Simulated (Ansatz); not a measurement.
# CsO: properties at the relaxed cell

One table from this session's results is given with a row withheld; the runs are named, their logs left out.

Method: DFT r2SCAN, scalar-relativistic, plane waves, PAW, in Ansatz 0.2.0.

2 further runs of the same task are left out: 2 set aside as unsound or not needed. Runs told in other sessions of the task aren't counted.

### The structure to begin with

The structure is orthorhombic, space group Immm (No. 71). Conventional cell: a = 4.316 Å, b = 6.459 Å, c = 7.549 Å, α = 90.00°, β = 90.00°, γ = 90.00°. Around Cs (site symmetry mm2) lie 6 O at 2.94 to 3.14 Å. O (site symmetry m2m) has 1 O at 1.50 Å in its first shell of neighbours.

Structure file:

```
Cs O
1.0
    -2.15778    3.22930    3.77471
     2.15778   -3.22930    3.77471
     2.15778    3.22930   -3.77471
Cs O
2 2
Direct
  0.25420 0.25420 0.00000
  0.74580 0.74580 0.00000
  0.61586 0.00000 0.61586
  0.38414 0.00000 0.38414
```

It is the result of an earlier relaxation at this level (volume 26.30 Å³/atom; gap on the mesh: 2.14 eV).

The first run:

Contents of input.yaml:

```yaml
crystal:
  lattice:
    - [-2.1359838846, 3.1966780241, 3.736578114]
    - [2.1359838846, -3.1966780241, 3.736578114]
    - [2.1359838846, 3.1966780241, -3.736578114]
  atoms:
    - { symbol: Cs, position: [0.2541964438, 0.2541964438, 0.0] }
    - { symbol: Cs, position: [0.7458035562, 0.7458035562, 0.0] }
    - { symbol: O, position: [0.615864907, 0.0, 0.615864907] }
    - { symbol: O, position: [0.384135093, 0.0, 0.384135093] }
basis:
  ecutwfc: 500
kpoints:
  mp_grid: { grid: [8, 8, 8] }
hamiltonian:
  xc: r2scan
scf:
  occupations: { method: gaussian, width: 0.02 }
output:
  forces: true
  stress: true
  eigenvalues: true
relax:
  adjacent_minimum: "off"
  f_tol: 0.01
  max_steps: 30
  cell: { stress_tol: 0.1, fix: [volume] }
```

Launch:

```sh
$ ansatz run input.yaml --threads 1 --pin off --max-ram 2560MiB --backend cpu --events-out ev --progress --plain --runs-dir out
```

Among the steps run: Volume × 0.97; The cell scaled to 1.03 of its volume; The cell scaled to 0.94 of its volume; Point at V/V0 = 1.06; Volume × 0.91; Volume × 1.10; Point at V/V0 = 0.88.

One of the session's tables, all rows but one given; the rest of the session is left out.

It belongs to the step «Equation of state». 

```
volume (Å³/atom)  energy above the lowest point (meV/atom)  pressure (GPa)  gap on the mesh (eV)
          23.146                                      38.4            4.44                  2.34
          23.935                                      20.2            3.02                  2.35
          24.724                                       8.3            1.82                  2.28
          25.514                                       1.9            0.82                  2.21
          26.303                                       0.0            0.00                  2.14
          27.092                                         ?               ?                     ?
          27.881                                       6.5           -1.22                  2.01
          28.933                                      16.2           -1.74                  1.94
```

**Question.** Estimate the row for volume (Å³/atom) = 27.092.

Worked estimate for «energy above the lowest point (meV/atom)». A straight line through the neighbours (26.303, 0.0) and (27.881, 6.5) gives 0.0 + (6.5 − 0.0) × (27.092 − 26.303) / (27.881 − 26.303) = 3.2; a parabola fitted to 4 rows on both sides gives 1.9.

The run gave: energy above the lowest point (meV/atom): 1.8; pressure (GPa): -0.68; gap on the mesh (eV): 2.08. In «energy above the lowest point (meV/atom)» the line misses by +1.4 and the parabola by +0.1.
